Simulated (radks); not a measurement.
# Tc in [Kr] 4d5 5s2: an all-electron calculation

An exercise on one series of results from a longer session: the logs are not shown, and one member is left open.

The numbers are computed with radks (a radial shooting solver on a logarithmic mesh, Libxc functionals) version 1 (Dirac Kohn-Sham, OLYP, spin-unpolarised, spherical densities, point nucleus; open shells fill j = l - 1/2 first), except any that are marked as measured or tabulated.

## What is computed

| Quantity | Value |
| --- | --- |
| element | technetium (Z = 43) |
| charge | 0 |
| electrons | 43 |
| configuration | [Kr] 4d5 5s2 |

The first run:

Input:

```text
Z 43
configuration [Kr] 4d5 5s2 5p0 6s0 4f0 5d0
relativity Dirac
functional optx,lyp
spin unpolarised
j_filling energy
nucleus point
c 137.035999084
```

One table of the session follows, with a row left open; its other results are not shown here.

It belongs to the step «Radial structure». Sizes of the orbitals, from the radial functions (bohr):

```
level      <r>  outermost maximum (interpolated)  90 % within  nodes
1s1/2  0.03429                            0.0223       0.0614      0
2s1/2   0.1492                             0.126        0.231      1
2p1/2   0.1271                            0.0981        0.208      0
2p3/2   0.1318                             0.102        0.214      0
3s1/2   0.4149                             0.372        0.613      2
3p1/2   0.4087                             0.359        0.618      1
3p3/2   0.4192                             0.369        0.633      1
3d3/2   0.3962                             0.309        0.632      0
3d5/2   0.3997                             0.312        0.637      0
4s1/2    1.058                             0.949         1.54      3
4p1/2    1.151                              1.01         1.70      2
4p3/2    1.181                              1.03         1.75      2
4d3/2    1.695                              1.26         2.74      1
4d5/2    1.717                              1.27         2.78      1
5s1/2        ?                                 ?            ?      ?
5p1/2    5.150                              3.67         8.25      3
5p3/2    5.368                              3.82         8.57      3
```

**Question.** Estimate the row for 5s1/2.

**Answer.** <r>: 3.344; outermost maximum (interpolated): 2.74; 90 % within: 5.07; nodes: 4. In the column «<r>» it lies between 4d5/2 (1.717) and 5p1/2 (5.150).

Caveats from the session: Spin polarisation and multiplet splitting are left out.
